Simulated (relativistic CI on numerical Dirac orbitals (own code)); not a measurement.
# Re XX (Re¹⁹⁺): levels and lines

The task is the spectrum of Re¹⁹⁺: levels, purity of their labels, lifetimes and lines; further runs change one setting each.

Program: relativistic CI on numerical Dirac orbitals (own code) version 2. Level of theory: Dirac-Coulomb-Breit CI, KLI orbitals optimised for each configuration, model QED (radiative potential, 1s self-energy scaled to tabulated hydrogen-like ionisation energies). These are calculated values, not measurements, unless marked.

## (1) The atom as given

* ion: Re¹⁹⁺ (Re XX)
* nuclear charge: 75
* electrons: 56
* isotope: A = 187
* first configuration typed: [Kr] 4d10 4f10

Outer shells as boxes (Hund's rule):

first configuration typed
```
[Kr] core
4d [↑↓][↑↓][↑↓][↑↓][↑↓]
4f [↑↓][↑↓][↑↓][↑ ][↑ ][↑ ][↑ ]
```

## (2) The main run

Settings, as recorded:

```ini
atom Re  Z=75  charge=19  electrons=56
nucleus A=187  rms_radius_fm=5.3698
hamiltonian dirac-coulomb  breit=on  qed=on  c_scale=1
orbitals kli  potential=per-configuration
slater_scale 1
correlation none
mixing on
configurations
  [Kr] 4d10 4f10
  [Kr] 4d10 4f9 5s
  [Kr] 4d10 4f8 5s2
  [Kr] 4d9 4f11
  [Kr] 4d8 4f12
  [Kr] 4d10 4f9 6s
  [Ar] 3d10 4s2 4p5 4d10 4f11
  [Ar] 3d10 4s 4p6 4d10 4f11
  [Ar] 3d10 4s2 4p4 4d10 4f12
  [Ar] 3d10 4p6 4d10 4f12
  [Ar] 3d10 4s 4p6 4d9 4f12
  [Ar] 3d10 4s 4p5 4d10 4f12
end
```

## (3) Without configuration mixing

Changes to the settings of step 2:

```diff
@@ -6,3 +6,3 @@
 correlation none
-mixing on
+mixing off
 configurations
```

## (4) The first configuration alone

Settings, as recorded:

```ini
atom Re  Z=75  charge=19  electrons=56
nucleus A=187  rms_radius_fm=5.3698
hamiltonian dirac-coulomb  breit=on  qed=on  c_scale=1
orbitals kli  potential=per-configuration
slater_scale 1
correlation none
mixing on
configurations
  [Kr] 4d10 4f10
end
```

(Steps that only read results are left out.)

Before running it: what results should come out? Wanted: lowest level; first excitation; lowest level of the other parity; fastest E1 line; ionisation energy.

**Answer**, as computed:

| run | time | mean size of shift, levels followed (cm⁻¹) | lowest level | ionisation energy (eV) |
| --- | --- | --- | --- | --- |
| main run | 2.9 s | 0 | 4f10 5I8 | 504.75 |
| without configuration mixing | 2.8 s | 1977 | 4f10 5I8 | - |
| the first configuration alone | 0.19 s | 1977 | 4f10 5I8 | - |

The tabulated theoretical ionisation energy (NIST) is 520 eV.

```
                                                                         quantity                                                 value
                                                                     lowest level                                              4f10 5I8
                                                                 first excitation                                4f10 5I7, 16932.7 cm⁻¹
                                                 lowest level of the other parity                              4f9 5s 7H°8, 190517 cm⁻¹
                                                              levels in the model                                                  2897
fastest E1 line (by rate) to the lowest level among the lowest 200 of 2897 levels  37.03 nm, from 4f9 5s [4f5/2^5 4f7/2^4 5s] J=8° (ii)
                                                                ionisation energy                                             504.75 eV
                                  ionisation energy, tabulated theoretical (NIST)                                                520 eV
```

4f10 5I8 comes out lowest; its LS label holds 86 % and its jj label 69 %; over the low levels the means are 59 and 61 %, so they are in intermediate coupling. The ionisation energy agrees with the tabulated theoretical value within its uncertainty of 30 eV. The largest mover is «the first configuration alone» (1977 cm⁻¹ on average). Low levels that differ in the count of f electrons can be misplaced by several ten thousand cm⁻¹. Lifetimes count radiative decay inside the model alone.
